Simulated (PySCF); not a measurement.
**Solver options tried on GaS (quartet)**

Aim: find out which solver settings change the answer for GaS (quartet).

Computed with PySCF 2.14.0. Level: each script names its method and basis.

4 further runs of the same task are left out: 4 that didn't finish.

**1. The starting structure**

GaS (quartet): 2 atoms, charge 0, spin multiplicity 4.

Bond lengths: Ga1–S2 2.300 Å.

**2. Base script**

input.py

```python
from pyscf import gto, scf

mol = gto.M(
    atom='Ga 0 0 0; S 0 0 2.3',
    basis='6-31g*',
    charge=0,
    spin=3,
    verbose=3,
)
mf = scf.UHF(mol)
mf = mf.density_fit(auxbasis='def2-universal-jkfit')
mf.kernel()
mf.stability(internal=True, external=True)
mf.dip_moment()
print('orbital energies (hartree):', [e[max(0, n-3):n+3].round(4) for e, n in zip(mf.mo_energy, mol.nelec)])
```

Launch:

```
python input.py
```

The log of this run is left out.

In short: E(SCF) = -2320.419611 Eh, ⟨S²⟩ = 3.774, μ = 1.55 D, internal stable; real -> complex stable; UHF/UKS -> GHF/GKS unstable.

The bond length is a typed value, not an optimised one. The quartet is typed in the script; nothing here shows that it is the ground state.

**3. Initial guess random**

Variant 1 changes initial guess: minao → random.

input.py

```python
from pyscf import gto, scf

mol = gto.M(
    atom='Ga 0 0 0; S 0 0 2.3',
    basis='6-31g*',
    charge=0,
    spin=3,
    verbose=3,
)
mf = scf.UHF(mol)
mf = mf.density_fit(auxbasis='def2-universal-jkfit')
mf.init_guess = 'random'
mf.kernel()
mf.stability(internal=True, external=True)
mf.dip_moment()
print('orbital energies (hartree):', [e[max(0, n-3):n+3].round(4) for e, n in zip(mf.mo_energy, mol.nelec)])
```

Launch:

```
python input.py
```

**4. Second-order solver on**

Variant 2 changes second-order solver: off → on.

input.py, as its differences from that of step 2:

```diff
@@ -11,2 +11,3 @@
 mf = mf.density_fit(auxbasis='def2-universal-jkfit')
+mf = mf.newton()
 mf.kernel()
```

**5. Damping 0.8**

Variant 3 changes damping: none → 0.8.

input.py, as its differences from that of step 2:

```diff
@@ -11,2 +11,3 @@
 mf = mf.density_fit(auxbasis='def2-universal-jkfit')
+mf.damp = 0.8
 mf.kernel()
```

Q: Predict the outcome of this session. Wanted: for each run, E(SCF); from base; gap, α spin; SCF dipole; after the SCF.

**Answer**, as computed:

```csv
run,E(SCF) (hartree),from base (eV),"gap, α spin (eV)",SCF dipole (D),after the SCF
base,-2320.419611,0,6.89,1.55,unstable: UHF/UKS -> GHF/GKS
initial guess random,-2320.419611,0.0000,6.89,1.55,unstable: UHF/UKS -> GHF/GKS
second-order solver on,-2320.419611,0.0000,6.89,1.55,unstable: UHF/UKS -> GHF/GKS
damping 0.8,-2320.419611,0.0000,6.89,1.55,unstable: UHF/UKS -> GHF/GKS
```

**Reading.** With initial guess random or second-order solver on or damping 0.8 the SCF ends at the base energy. PySCF falls back to minao for a guess that it doesn't know or can't read, so that run repeats the base.
